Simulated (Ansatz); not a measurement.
# CdAg: the cost of one run

Method: DFT PBEsol, with the methods named in each step, in Ansatz 0.2.0.

1 further run of the same task is left out (it didn't finish).

## (1) The structure to begin with

The structure is hexagonal, space group P-6m2 (No. 187). The conventional cell has a = 3.050 Å, b = 3.050 Å, c = 4.705 Å, α = 90.00°, β = 90.00°, γ = 120.00°. Cd (site symmetry -6m2) has 6 Ag at 2.94 Å and 6 Cd at 3.05 Å as nearest neighbours. Ag (site symmetry -6m2) has 6 Cd at 2.94 Å and 6 Ag at 3.05 Å as nearest neighbours.

Structure file:

```
Cd Ag
1.0
     4.70542    0.00000    0.00000
     0.00000    1.52563    2.64134
     0.00000   -1.52563    2.64134
Cd Ag
1 1
Direct
  0.50000 0.66671 0.66671
  0.00000 0.33329 0.33329
```

Whether this phase is the stable one at these pressures isn't tested.

Atoms are numbered in the order of the input: Cd1, Ag2.

## (2) The reference volume, LAPW

input.yaml reads:

```yaml
crystal:
  lattice:
    - [4.7054157572, 0.0, 0.0]
    - [0.0, 1.5256317089, 2.6413425949]
    - [0.0, -1.5256317089, 2.6413425949]
  atoms:
    - { symbol: Cd, position: [0.5, 0.6667112707, 0.6667112707] }
    - { symbol: Ag, position: [0.0, 0.3332887293, 0.3332887293] }
kpoints:
  mp_grid: { grid: [8, 14, 14] }
  band_path:
    path:
      - [0.0, 0.0, 0.0]
      - [0.0, 0.5, 0.5]
      - [0.0, 0.66659541, 0.33340459]
      - [0.0, 0.33340459, -0.33340459]
      - [0.0, 0.0, 0.0]
      - [0.5, 0.0, 0.0]
      - [0.5, 0.33340459, -0.33340459]
      - [0.5, 0.66659541, 0.33340459]
      - [0.5, 0.5, 0.5]
    npoints: 14
scf:
  occupations: { method: fermi_dirac, width: 0.05 }
hamiltonian:
  xc: pbesol
  pseudopotentials: { kind: all_electron, lapw: { basis_error: 0.001 } }
output:
  forces: true
  stress: true
  eigenvalues: true
  populations: true
```

On the command line:

```
> ansatz run input.yaml --threads 1 --pin off --max-ram 2048MiB --backend cpu --events-out ev --progress --plain --runs-dir out
```

Q: Estimate wall time and peak memory on 1 thread of INTEL XEON PLATINUM 8581C at 2.10GHz (Emerald Rapids), shared host.

About 59 s, with a peak of 0.74 GiB.
